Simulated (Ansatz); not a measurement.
CH6S2Sn, SMILES CS[S][SnH3], an atomisation energy

Program: the Ansatz DFT code, driven from Python.

The script reads `ch6s2sn.xyz`:
```text
10

C     0.30380    1.85220    0.29850
S    -0.36160    0.71350    1.52460
S     1.11140   -0.72630    1.06310
Sn   -0.22530   -1.87580   -0.47970
H     0.20940    1.43990   -0.74400
H    -0.37930    2.82250    0.30550
H     1.32900    2.18430    0.52480
H    -1.70800   -2.39210    0.35230
H    -0.73810   -0.79160   -1.74030
H     0.54180   -3.27790   -1.10180
```

Notebook, run cell by cell (the value of a cell's last expression is shown):

**Cell 1**
```python
from collections import Counter

import ansatz
```

**Cell 2**
```python
def single_point(molecule, charge=0, unpaired=0):
    calc = (
        molecule.calculation()
        .basis(gaussian="def2-TZVP")  # atom-centred Gaussian functions
        .functional("r2scan0")  # level of theory
    )
    if charge:
        calc = calc.charge(charge)
    if unpaired:
        calc = calc.spin("collinear", total=unpaired)
    return calc.run().report["free_energy_ev"]
```

**Cell 3**
```python
system = ansatz.Crystal.molecule_from_extxyz("ch6s2sn.xyz")
```

**Cell 4**
```python
# unpaired electrons of the ground-state atoms
unpaired = {"C": 2, "S": 2, "Sn": 2, "H": 1}
counts = Counter(site.symbol for site in system.cartesian_sites)
atom_energy = {s: single_point(ansatz.Crystal.molecule().atom(s, (0, 0, 0)), 0, unpaired[s]) for s in counts}
whole = single_point(system, 0, 0)
for s, e in atom_energy.items():
    print(f"{s:2s} x{counts[s]}  {e:14.5f} eV")
print(f"CH6S2Sn: {whole:.5f} eV")
split = sum(counts[s] * e for s, e in atom_energy.items()) - whole
print(f"atomisation energy (no zero-point term): {split:.3f} eV, {split / sum(counts.values()):.3f} eV an atom")
```
Output:
```text
C  x1     -1029.51733 eV
S  x2    -10832.40200 eV
Sn x1     -5831.54503 eV
H  x6       -13.60215 eV
CH6S2Sn: -28636.95731 eV
atomisation energy (no zero-point term): 29.478 eV, 2.948 eV an atom
```

29.478 eV from the electronic energies, without the zero-point term.

Caveats:
- Total energies depend on the basis set; only differences at equal settings carry meaning.
- The geometry is a force-field or estimated start, not a minimum of this method, and the basis set is short of its limit. All parts are taken at fixed geometry, without zero-point energy.
- def2 sets replace the cores of elements past krypton by effective core potentials.
- The spin-orbit lowering of heavy atoms is left out.
- Run time: 20 s on 1 thread of Arm Neoverse V1 (shared host), peak memory 0.51 GiB.

(Lines on the test bed's own set-up are left out of the output.)
